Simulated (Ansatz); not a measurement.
# MoRh: the cost of one run

Method: DFT PBEsol, scalar-relativistic, plane waves, PAW, in Ansatz 0.2.0.

### 1 Starting point

It takes space group P-6m2 (No. 187, hexagonal). Conventional cell: a = 2.795 Å, b = 2.795 Å, c = 4.437 Å, α = 90.00°, β = 90.00°, γ = 120.00°. Mo (site symmetry -6m2) is surrounded by 6 Rh at 2.74 Å and 6 Mo at 2.80 Å. Rh (site symmetry -6m2) is surrounded by 6 Mo at 2.74 Å and 6 Rh at 2.80 Å.

Coordinates:

```
CELL_PARAMETERS angstrom
2.79543 0.00000 0.00000
-1.39772 2.42092 0.00000
0.00000 0.00000 4.43737
ATOMIC_POSITIONS crystal
Mo 0.00000 0.00000 0.50000
Rh 0.33333 0.66667 0.00000
```

The structure comes from the Materials Project (structure only).

### 2 Probe: one point at the start

input.yaml reads:

```yaml
crystal:
  lattice:
    - [2.7954327564, 0.0, 0.0]
    - [-1.3977163782, 2.4209157816, 0.0]
    - [0.0, 0.0, 4.437367]
  atoms:
    - { symbol: Mo, position: [0.0, 0.0, 0.5] }
    - { symbol: Rh, position: [0.33333333, 0.66666667, 0.0] }
basis:
  ecutwfc: 420
kpoints:
  mp_grid: { grid: [9, 9, 4] }
hamiltonian:
  xc: pbesol
scf:
  occupations: { method: gaussian, width: 0.1 }
output:
  forces: true
  stress: true
  eigenvalues: true
```

**Question.** How long does this run take on 1 thread of an Arm CPU, shared host, and how much memory does it need?

About 2.4 s, with a peak of 0.29 GiB.
